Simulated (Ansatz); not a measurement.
# Se2: the cost of one run

Program: Ansatz 0.2.0, Gaussian basis. Level of theory: def2-QZVPP, all electrons in the functionals, frozen cores in the correlation of double hybrids and RPA. These are calculated values, not measurements.

To be run: PBE, BLYP, r2SCAN, B97M-V, PBE0, B3LYP, wB97M-V, B2PLYP, at charge 1, doublet; charge 1, quartet.

4 further runs of the same task are left out: 4 set aside as unsound or not needed.

## (1) The geometry

The geometry is a PBE0/def2-TZVP stationary point (not a proven minimum). No spin-orbit coupling is included. The filled d shell of Se may be among the frozen orbitals whatever the setting's name suggests; the logs give the count.

2 atoms, charge 1, spin multiplicity 2.

Atoms are counted from 1 here; the program's logs count them from 0.

Bond lengths: Se1–Se2 2.087 Å.

No dispersion term is added; B97M-V, wB97M-V hold VV10 nonlocal correlation. B3LYP takes the VWN-RPA correlation.

The geometry shown and the zero of energy belong to the point charge 1, doublet. The yardstick, RCCSD(T), and other wave-function levels (R restricted, U unrestricted, valence and pair active spaces) come from earlier runs.

## (2) PBE, charge 1, doublet

in.yaml reads:

```yaml
crystal:
  periodic: [false, false, false]
  atoms:
    - {symbol: Se, position_ang: [0.000000, 0.000000, 0.000000]}
    - {symbol: Se, position_ang: [0.000000, 0.000000, 2.087000]}
basis:
  gaussian: {orbitals: "def2-QZVPP.json"}
total_charge: 1
magnetization: {spin_polarized: true, initial_magnetization: 1}
hamiltonian: {xc: {name: PBE}}
output: {orbitals: {seedname: orbitals}}
```

Run with:

```console
$ ansatz run in.yaml --threads 1 --pin off --events-out ev --progress --plain --max-ram 2393MiB
```

Q: Estimate wall time and peak memory on 1 thread of Arm Neoverse V1, shared host.

About 10 s, with a peak of 0.35 GiB.
